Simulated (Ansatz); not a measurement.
# CH5GaO (SMILES C[O][GaH2]) at HSE06/cc-pVDZ

What is the electronic atomisation energy of CH5GaO at HSE06/cc-pVDZ? 

The calculation is run with Ansatz 0.2.0.

56 further runs of the same task are left out: 56 set aside as unsound or not needed.

### Step 1. The system as given

The species is CH5GaO (8 atoms), meant as a singlet with charge 0. SMILES: `C[O][GaH2]`. The shape is that of a PBE0-D4/def2-TZVP optimisation.

Bond lengths: C1–O2 1.402 Å, O2–Ga3 1.782 Å, C1–H4 1.096 Å, C1–H5 1.099 Å, C1–H6 1.096 Å, Ga3–H7 1.565 Å, Ga3–H8 1.555 Å. Angles: C1–O2–Ga3 123.8°, O2–C1–H4 110.0°, O2–C1–H5 113.2°, O2–C1–H6 110.0°, O2–Ga3–H7 115.8°, O2–Ga3–H8 113.9°, H4–C1–H5 107.8°, H4–C1–H6 107.8°, H5–C1–H6 107.8°, H7–Ga3–H8 130.3°.

### Step 2. A single-point energy at HSE06/cc-pVDZ

Input file job.yaml:

```yaml
crystal:
  periodic: [false, false, false]
  atoms:
    - {symbol: C, position_ang: [-0.616800, 0.972600, -0.422900]}
    - {symbol: O, position_ang: [-0.705300, -0.273500, 0.213500]}
    - {symbol: Ga, position_ang: [0.703200, -1.302000, 0.579300]}
    - {symbol: H, position_ang: [-1.200200, 0.962000, -1.350600]}
    - {symbol: H, position_ang: [0.414200, 1.256200, -0.676600]}
    - {symbol: H, position_ang: [-1.030600, 1.754200, 0.224300]}
    - {symbol: H, position_ang: [2.093900, -0.732800, 0.142900]}
    - {symbol: H, position_ang: [0.341700, -2.636700, 1.290100]}
basis:
  gaussian:
    orbitals: cc-pVDZ
hamiltonian:
  xc: {name: HSE06}
accuracy: high
output: {orbitals: {seedname: orbitals}}
```

Command:

```bash
$ ansatz run job.yaml --threads 1 --pin off --max-ram 3480MiB --events-out events.jsonl --progress --plain --runs-dir runs
```

The program printed:

```text
Warning: RAYON_NUM_THREADS=1 ignored (pool sized by the plan → 1); use --threads N
Functional definition: HSE06
  name "HSE06"
  parameter a = 0.25
  parameter omega = 0.11/bohr
  exchange = pbe_x - a*pbe_x_sr(omega) + a*exact_x_sr(omega)
  correlation = pbe_c
1865 factors; integrals over basis functions are off by at most 4.4e-9 eV
98 factors; integrals over basis functions are off by at most 1.5e-9 eV
mean field evaluation 1: about -55526.8853 eV, gradient 4.8e1 eV
mean field evaluation 2: about -55496.9197 eV, gradient 1.2e2 eV
mean field evaluation 4: about -55531.6979 eV, gradient 6.7e0 eV
mean field evaluation 8: about -55531.9342 eV, gradient 1.5e-1 eV
mean field evaluation 16: about -55531.9343 eV, gradient 6.9e-6 eV
mean field -55531.93427985 eV, -2040.7609438875 hartree, gradient 3.0e-8 eV, S^2 0.000000; 0 other end points of the search recorded, 0 dependent functions left out
reference -55531.93428358 eV, -2040.7609440247 hartree; 25, 25 occupied and 55, 55 virtual orbitals, 1865 factors
Total energy: -55531.93428358 eV, -2040.7609440247 hartree
```

It took 8.4 s on 1 thread of Arm Neoverse V1, shared host; peak memory 0.28 GiB.

### Step 3. The C atom, same level

Input file run.yaml:

```yaml
crystal:
  periodic: [false, false, false]
  atoms:
    - {symbol: C, position_ang: [0.000000, 0.000000, 0.000000]}
basis:
  gaussian: {orbitals: cc-pVDZ}
magnetization: {spin_polarized: true, initial_magnetization: 2}
hamiltonian: {xc: {name: HSE06}}
accuracy: high
```

Run the same way, it converges to -37.79669 Eh (log not shown).

### Step 4. The Ga atom

Input file in.yaml:

```yaml
crystal:
  periodic: [false, false, false]
  atoms:
    - {symbol: Ga, position_ang: [0.000000, 0.000000, 0.000000]}
basis:
  gaussian: {orbitals: cc-pVDZ}
magnetization: {spin_polarized: true, initial_magnetization: 1}
hamiltonian: {xc: {name: HSE06}}
accuracy: high
```

Command:

```bash
$ ansatz run in.yaml --threads 1 --pin off --max-ram 3480MiB --events-out events.jsonl --progress --plain --runs-dir runs
```

The program printed:

```text
Warning: RAYON_NUM_THREADS=1 ignored (pool sized by the plan → 1); use --threads N
Functional definition: HSE06
  name "HSE06"
  parameter a = 0.25
  parameter omega = 0.11/bohr
  exchange = pbe_x - a*pbe_x_sr(omega) + a*exact_x_sr(omega)
  correlation = pbe_c
255 factors; integrals over basis functions are off by at most 4.4e-9 eV
51 factors; integrals over basis functions are off by at most 3.2e-10 eV
mean field evaluation 1: about -52368.8716 eV, gradient 2.0e0 eV
mean field evaluation 2: about -52368.9066 eV, gradient 6.2e-1 eV
mean field evaluation 4: about -52368.9081 eV, gradient 1.8e-1 eV
mean field evaluation 8: about -52368.9084 eV, gradient 7.0e-5 eV
mean field evaluation 16: about -52368.8306 eV, gradient 2.2e0 eV
mean field evaluation 32: about -52368.9084 eV, gradient 2.6e-9 eV
mean field -52368.90835711 eV, -1924.5218852027 hartree, gradient 2.6e-9 eV, S^2 0.753197; 1 other end points of the search recorded, 0 dependent functions left out
reference -52368.90835924 eV, -1924.5218852812 hartree; 16, 15 occupied and 11, 12 virtual orbitals, 255 factors
Total energy: -52368.90835924 eV, -1924.5218852812 hartree
```

Wall time 2.5 s (1 thread of Arm Neoverse V1, shared host); peak memory 0.096 GiB.

### Step 5. The H atom at the same level

Input file input.yaml:

```yaml
crystal:
  periodic: [false, false, false]
  atoms:
    - {symbol: H, position_ang: [0.000000, 0.000000, 0.000000]}
basis:
  gaussian: {orbitals: cc-pVDZ}
magnetization: {spin_polarized: true, initial_magnetization: 1}
hamiltonian: {xc: hse06}
accuracy: high
```

Run the same way, it converges to -0.50000 Eh (log not shown).

### Step 6. The O atom, same level

Input file in.yaml:

```yaml
crystal:
  periodic: [false, false, false]
  atoms:
    - symbol: O
      position_ang: [0.000000, 0.000000, 0.000000]
basis:
  gaussian: {orbitals: cc-pVDZ}
magnetization: {spin_polarized: true, initial_magnetization: 2}
hamiltonian: {xc: {name: HSE06}}
accuracy: high
```

Run the same way, it converges to -74.98977 Eh (log not shown).

### Step 7. Summary of results

Level: HSE06/cc-pVDZ.

| quantity | value |
| --- | --- |
| molecule: total energy | -2040.76094 Eh |
| molecule: HOMO energy | -7.30 eV |
| molecule: LUMO energy | -1.48 eV |
| molecule: HOMO–LUMO gap | 5.82 eV |
| C atom: total energy | -37.79669 Eh |
| C atom: ⟨S²⟩ | 2.003 |
| Ga atom: total energy | -1924.52189 Eh |
| Ga atom: ⟨S²⟩ | 0.753 |
| H atom: total energy | -0.50000 Eh |
| H atom: ⟨S²⟩ | 0.750 |
| O atom: total energy | -74.98977 Eh |
| O atom: ⟨S²⟩ | 2.002 |
| electronic atomisation energy | 25.921 eV |

What this shows: Taking the molecule apart into free atoms costs 25.92 eV (598 kcal/mol), before zero-point energy and without spin-orbit coupling.
